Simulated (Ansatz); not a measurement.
## CH₄OTe, SMILES OC[TeH]: vertical and adiabatic energies of changing the electron count, step by step

Computed with Ansatz 0.2.0, Python API.

Typed at the interpreter:
```pycon
>>> from dataclasses import dataclass
>>> import itertools
>>> import ansatz as az
>>> from ase.data import atomic_numbers, covalent_radii
>>> import numpy as np
>>> @dataclass(frozen=True)
... class Options:
...     basis: str = "def2-SVP"
...     functional: str = "pbe"
...     dispersion: str = "d4"
...     net_charge: int = 1
...
>>> settings = Options()
>>> GEOMETRY = """
... O    -1.26320    0.54270   -0.62340
... C    -0.22300    0.30500    0.19120
... Te    1.22410   -0.81350   -0.90310
... H    -1.67060   -0.27440   -0.82580
... H    -0.54500   -0.27150    1.07000
... H     0.23560    1.27820    0.52620
... H     2.30340   -0.83450    0.51920
... """
>>> geometry = az.Crystal.molecule()
>>> for line in GEOMETRY.strip().splitlines():
...     symbol, *xyz = line.split()
...     geometry = geometry.atom(symbol, [float(v) for v in xyz])
...
>>> job = (
...     geometry.calculation()
...     .basis(gaussian=settings.basis)
...     .functional(settings.functional, dispersion=settings.dispersion)
... )
>>> symbols = [site.symbol for site in geometry.cartesian_sites]
>>> start = np.array([site.position_ang for site in geometry.cartesian_sites], dtype=float)
>>> rep = job.relax(force_tolerance=0.01, max_steps=100).run(threads=1, backend="cpu").report

>>> end = np.array(rep["positions_ang"])
>>> minimum = az.Crystal.molecule()
>>> for symbol, place in zip(symbols, end):
...     minimum = minimum.atom(symbol, place.tolist())
...
>>> ion = (
...     minimum.calculation()
...     .basis(gaussian=settings.basis)
...     .functional(settings.functional, dispersion=settings.dispersion)
...     .charge(settings.net_charge)
...     .spin("collinear", total=1)
... )
>>> vertical = ion.run(threads=1, backend="cpu").report
>>> settled = ion.relax(force_tolerance=0.01, max_steps=80).run(threads=1, backend="cpu").report
>>> print(f"vertical ionisation energy   {vertical['free_energy_ev'] - rep['free_energy_ev']:.3f} eV")
vertical ionisation energy   8.334 eV
>>> print(f"adiabatic, no zero point     {settled['free_energy_ev'] - rep['free_energy_ev']:.3f} eV")
adiabatic, no zero point     8.118 eV
>>> print(f"relaxation energy of the ion {vertical['free_energy_ev'] - settled['free_energy_ev']:.3f} eV")
relaxation energy of the ion 0.215 eV
>>> ionised = np.array(settled["positions_ang"])
>>> radius = [covalent_radii[atomic_numbers[s]] for s in symbols]
>>> span = lambda where, i, j: np.linalg.norm(where[i] - where[j])
>>> bonded = [(i, j) for i, j in itertools.combinations(range(len(symbols)), 2) if min(span(end, i, j), span(ionised, i, j)) < 1.2 * (radius[i] + radius[j])]
>>> print("pair        before    after (A)")
pair        before    after (A)
>>> for i, j in bonded:
...     print(f"{symbols[i]}{i}-{symbols[j]}{j}".ljust(10), f"{span(end, i, j):8.4f} {span(ionised, i, j):8.4f}")
...
O0-C1        1.3837   1.3439
O0-H3        0.9759   0.9810
C1-Te2       2.2461   2.3749
C1-H4        1.1125   1.1089
C1-H5        1.1065   1.1068
Te2-H6       1.6835   1.6871
```

Caveats:
- These settings explore the input space; basis and method may be short of convergence.
- The energies are electronic: no zero-point or thermal terms, and the basis set is short of its limit. The product may relax into another structure. The relaxation finds the nearest minimum, so the adiabatic value is an upper bound.
- def2 sets replace the cores of elements past krypton by effective core potentials.
- Run time: 110 s on 1 thread of Arm Neoverse V1, with other jobs on the host, peak memory 0.26 GiB.

(Lines on the test bed's own set-up are left out of the output.)
